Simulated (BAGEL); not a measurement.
# CH4AlClO (SMILES C[O][AlH][Cl]): levels of theory compared

Wanted: a comparison of 3 runs (B3LYP/6-31G*, PBE0/6-31G*, RI-MP2/6-31G*) of CH4AlClO. 

The results are computed with BAGEL 1.2.2.

5 further runs of the same task are left out: 1 that didn't finish, 4 set aside as unsound or not needed. Runs told in other sessions of the task aren't counted.

## 1. Starting point

CH4AlClO has 8 atoms, charge 0, and is taken as a singlet. As SMILES, `C[O][AlH][Cl]`. The coordinates come from a PBE0-D4/def2-TZVP relaxation. This is one conformer, not always the lowest.

Bond lengths: C1–O2 1.400 Å, O2–Al3 1.672 Å, Al3–Cl4 2.097 Å, C1–H5 1.094 Å, C1–H6 1.096 Å, C1–H7 1.094 Å, Al3–H8 1.563 Å. Angles: C1–O2–Al3 136.5°, O2–Al3–Cl4 118.9°, O2–C1–H5 109.9°, O2–C1–H6 112.3°, O2–C1–H7 109.8°, O2–Al3–H8 119.8°, Cl4–Al3–H8 121.3°, H5–C1–H6 108.3°, H5–C1–H7 108.0°, H6–C1–H7 108.3°.

## 2. The energy at B3LYP/6-31G(d) (density fitting with qzvpp-jkfit, spherical functions) (run 1)

input.json

```json
{ "bagel": [

{
  "title": "molecule",
  "basis": "6-31gs.json",
  "df_basis": "qzvpp-jkfit",
  "angstrom": true,
  "geometry": [
    { "atom": "C", "xyz": [    0.132200,    1.250600,    0.263000 ] },
    { "atom": "O", "xyz": [    0.645300,    0.052000,   -0.246000 ] },
    { "atom": "Al", "xyz": [    0.103400,   -1.519700,   -0.426600 ] },
    { "atom": "Cl", "xyz": [   -1.829000,   -2.007800,    0.224400 ] },
    { "atom": "H", "xyz": [    0.118400,    2.012400,   -0.522500 ] },
    { "atom": "H", "xyz": [   -0.886500,    1.136200,    0.650000 ] },
    { "atom": "H", "xyz": [    0.770200,    1.612600,    1.075000 ] },
    { "atom": "H", "xyz": [    1.038000,   -2.593300,   -1.072900 ] }
  ]
},
{ "title": "ks", "xc_func": "b3lyp" },
{ "title": "print", "file": "orbitals.molden", "orbitals": true }

]}
```

The basis set 6-31G* is read from a file made from the Basis Set Exchange's data (not shown).

On the command line:

```console
$ BAGEL_NUM_THREADS=1 BAGEL input.json > input.out
```

The log of the run:

```text
* using 1 threads per process

  ===============================================================
  ===============================================================

  *** Geometry ***

  { "atom" : "C", "xyz" : [      0.249822,      2.363291,      0.496998 ] },
  { "atom" : "O", "xyz" : [      1.219440,      0.098266,     -0.464873 ] },
  { "atom" : "Al", "xyz" : [      0.195398,     -2.871817,     -0.806157 ] },
  { "atom" : "Cl", "xyz" : [     -3.456309,     -3.794192,      0.424055 ] },
  { "atom" : "H", "xyz" : [      0.223744,      3.802885,     -0.987382 ] },
  { "atom" : "H", "xyz" : [     -1.675242,      2.147107,      1.228322 ] },
  { "atom" : "H", "xyz" : [      1.455467,      3.047372,      2.031456 ] },
  { "atom" : "H", "xyz" : [      1.961536,     -4.900627,     -2.027487 ] },

  Number of auxiliary basis functions:      480

  Since a DF basis is specified, we compute 2- and 3-index integrals:
    o Being stored without compression. Storage requirement is 0.020 GB

  Number of basis functions:       72
  Number of electrons      :       48

    * METHOD: MOLECULE                             0.18

  *** Kohn-Sham DFT ***

    * Removing 14103 points whose weight is below 1.00e-10
    * Grid points: 105145

  === Nuclear Repulsion ===
   196.0407733468

       - DIIS with orbital gradients will be used.

  === KS iteration (b3lyp / 6-31gs.json) ===
      0       -780.64274251          0.12034009           0.20
      1       -747.03876531          0.22118641           0.23
      2       -758.48859738          0.13572640           0.20
      3       -786.75654647          0.14666223           0.20
      4       -812.40464411          0.06845314           0.20
      5       -816.72436176          0.04163549           0.20
      6       -818.43935809          0.00651206           0.20
      7       -818.46142680          0.00325789           0.20
      8       -818.46526781          0.00154073           0.20
      9       -818.46614957          0.00034105           0.20
     10       -818.46619630          0.00015475           0.20
     11       -818.46620624          0.00003131           0.19
     12       -818.46620658          0.00000731           0.20
     13       -818.46620660          0.00000054           0.20
     14       -818.46620660          0.00000026           0.20
     15       -818.46620661          0.00000008           0.20
     16       -818.46620661          0.00000001           0.20
     17       -818.46620660          0.00000001           0.20
    * SCF iteration converged.

    * Permanent dipole moment:
           (   -0.254677,    -0.458529,    -0.013944) a.u.

    * METHOD: KS                                   3.92

    * METHOD: PRINT                                0.01

  ===============================================================
```

It took 4.5 s on 1 thread of Arm Neoverse V2, shared host; peak memory 0.39 GiB.

## 3. A single-point energy at PBE0/6-31G(d) (density fitting with qzvpp-jkfit, spherical functions) (run 2)

calc.json

```json
{ "bagel": [

{
  "title": "molecule",
  "basis": "6-31gs.json",
  "df_basis": "qzvpp-jkfit",
  "angstrom": true,
  "geometry": [
    { "atom": "C", "xyz": [    0.132200,    1.250600,    0.263000 ] },
    { "atom": "O", "xyz": [    0.645300,    0.052000,   -0.246000 ] },
    { "atom": "Al", "xyz": [    0.103400,   -1.519700,   -0.426600 ] },
    { "atom": "Cl", "xyz": [   -1.829000,   -2.007800,    0.224400 ] },
    { "atom": "H", "xyz": [    0.118400,    2.012400,   -0.522500 ] },
    { "atom": "H", "xyz": [   -0.886500,    1.136200,    0.650000 ] },
    { "atom": "H", "xyz": [    0.770200,    1.612600,    1.075000 ] },
    { "atom": "H", "xyz": [    1.038000,   -2.593300,   -1.072900 ] }
  ]
},
{
  "title": "ks",
  "xc_func": "pbe0"
},
{
  "title": "print",
  "file": "orbitals.molden",
  "orbitals": true
}

]}
```

The basis set 6-31G* is read from a file made from the Basis Set Exchange's data (not shown).

On the command line:

```console
$ BAGEL_NUM_THREADS=1 BAGEL calc.json > calc.out
```

The log of the run:

```text
* using 1 threads per process

  ===============================================================
  ===============================================================

  *** Geometry ***

  { "atom" : "C", "xyz" : [      0.249822,      2.363291,      0.496998 ] },
  { "atom" : "O", "xyz" : [      1.219440,      0.098266,     -0.464873 ] },
  { "atom" : "Al", "xyz" : [      0.195398,     -2.871817,     -0.806157 ] },
  { "atom" : "Cl", "xyz" : [     -3.456309,     -3.794192,      0.424055 ] },
  { "atom" : "H", "xyz" : [      0.223744,      3.802885,     -0.987382 ] },
  { "atom" : "H", "xyz" : [     -1.675242,      2.147107,      1.228322 ] },
  { "atom" : "H", "xyz" : [      1.455467,      3.047372,      2.031456 ] },
  { "atom" : "H", "xyz" : [      1.961536,     -4.900627,     -2.027487 ] },

  Number of auxiliary basis functions:      480

  Since a DF basis is specified, we compute 2- and 3-index integrals:
    o Being stored without compression. Storage requirement is 0.020 GB

  Number of basis functions:       72
  Number of electrons      :       48

    * METHOD: MOLECULE                             0.18

  *** Kohn-Sham DFT ***

    * Removing 14103 points whose weight is below 1.00e-10
    * Grid points: 105145

  === Nuclear Repulsion ===
   196.0407733468

       - DIIS with orbital gradients will be used.

  === KS iteration (pbe0 / 6-31gs.json) ===
      0       -780.28303463          0.11997769           0.19
      1       -750.15016430          0.18992765           0.19
      2       -758.98723428          0.13511165           0.19
      3       -787.36158847          0.16900962           0.19
      4       -812.12652054          0.08215164           0.19
      5       -817.66816816          0.02157968           0.19
      6       -817.95556068          0.01082816           0.20
      7       -818.02936364          0.00186052           0.19
      8       -818.03029888          0.00081268           0.19
      9       -818.03067407          0.00020917           0.19
     10       -818.03068980          0.00004336           0.19
     11       -818.03069056          0.00000791           0.19
     12       -818.03069058          0.00000272           0.19
     13       -818.03069058          0.00000182           0.19
     14       -818.03069059          0.00000026           0.19
     15       -818.03069059          0.00000007           0.19
     16       -818.03069059          0.00000004           0.20
     17       -818.03069059          0.00000001           0.19
    * SCF iteration converged.

    * Permanent dipole moment:
           (   -0.265458,    -0.450336,    -0.007546) a.u.

    * METHOD: KS                                   3.79

    * METHOD: PRINT                                0.01

  ===============================================================
```

It took 4.2 s on 1 thread of Arm Neoverse V2, shared host; peak memory 0.39 GiB.

## 4. The energy at RI-MP2/6-31G(d) (density fitting with qzvpp-jkfit, spherical functions) (run 3)

Edit input.json of step 2 so:

```diff
@@ -18,4 +18,4 @@
 },
-{ "title": "ks", "xc_func": "b3lyp" },
-{ "title": "print", "file": "orbitals.molden", "orbitals": true }
+{ "title": "hf" },
+{ "title": "mp2", "ncore": 12 }
```

The basis set 6-31G* is read from a file made from the Basis Set Exchange's data (not shown).

On the command line:

```console
$ BAGEL_NUM_THREADS=1 BAGEL input.json > input.out
```

The log of the run:

```text
* using 1 threads per process

  ===============================================================
  ===============================================================

  *** Geometry ***

  { "atom" : "C", "xyz" : [      0.249822,      2.363291,      0.496998 ] },
  { "atom" : "O", "xyz" : [      1.219440,      0.098266,     -0.464873 ] },
  { "atom" : "Al", "xyz" : [      0.195398,     -2.871817,     -0.806157 ] },
  { "atom" : "Cl", "xyz" : [     -3.456309,     -3.794192,      0.424055 ] },
  { "atom" : "H", "xyz" : [      0.223744,      3.802885,     -0.987382 ] },
  { "atom" : "H", "xyz" : [     -1.675242,      2.147107,      1.228322 ] },
  { "atom" : "H", "xyz" : [      1.455467,      3.047372,      2.031456 ] },
  { "atom" : "H", "xyz" : [      1.961536,     -4.900627,     -2.027487 ] },

  Number of auxiliary basis functions:      480

  Since a DF basis is specified, we compute 2- and 3-index integrals:
    o Being stored without compression. Storage requirement is 0.020 GB

  Number of basis functions:       72
  Number of electrons      :       48

    * METHOD: MOLECULE                             0.18

  *** RHF ***

  === Nuclear Repulsion ===
   196.0407733468

      * DIIS with orbital gradients will be used.

  === RHF iteration (6-31gs.json) ===
      0       -816.36293003          0.02086340           0.04
      1       -816.47609261          0.01499214           0.04
      2       -816.55192824          0.00150075           0.04
      3       -816.55324186          0.00029007           0.04
      4       -816.55331606          0.00006892           0.04
      5       -816.55331942          0.00001403           0.04
      6       -816.55331959          0.00000475           0.04
      7       -816.55331961          0.00000135           0.04
      8       -816.55331961          0.00000041           0.04
      9       -816.55331961          0.00000013           0.04
     10       -816.55331961          0.00000005           0.04
     11       -816.55331961          0.00000002           0.04
     12       -816.55331961          0.00000000           0.04
    * SCF iteration converged.

    * Permanent dipole moment:
           (   -0.272799,    -0.418100,     0.003490) a.u.

    * METHOD: HF                                   0.61

  *** RHF ***

  === Nuclear Repulsion ===
   196.0407733468

      * DIIS with orbital gradients will be used.

  === RHF iteration (6-31gs.json) ===
      0       -816.55331961          0.00000000           0.04
    * SCF iteration converged.

    * Permanent dipole moment:
           (   -0.272799,    -0.418100,     0.003490) a.u.

  === DF-MP2 calculation ===

    * freezing 12 orbitals
    * 3-index integral transformation done
    * assembly done

      MP2 correlation energy:   -0.4812738053      0.02

      MP2 total energy:       -817.0345934151

    * METHOD: MP2                                  0.11

  ===============================================================
```

Wall time 1.1 s (1 thread of Arm Neoverse V2, shared host).

## 5. Overview of the runs

```csv
run,level,frozen core orbitals,energy (Eh),dipole moment (D),HOMO energy (eV),LUMO energy (eV),wall time
1,"B3LYP/6-31G* (density fitting with qzvpp-jkfit, spherical functions)",–,-818.466207,1.33,-8.07,-0.85,4.5 s
2,"PBE0/6-31G* (density fitting with qzvpp-jkfit, spherical functions)",–,-818.030691,1.33,-8.36,-0.66,4.2 s
3,"RI-MP2/6-31G* (density fitting with qzvpp-jkfit, spherical functions)",12,-817.034593,–,–,–,1.1 s
```

## 6. Outcome

```
                                           quantity          value
                                run 3: total energy  -817.03459 Eh
run 3: correlation energy (12 core orbitals frozen)     -481.3 mEh
```

Totals of different functionals can't be ranked against each other. All runs together took 9.8 s, the longest 4.5 s.
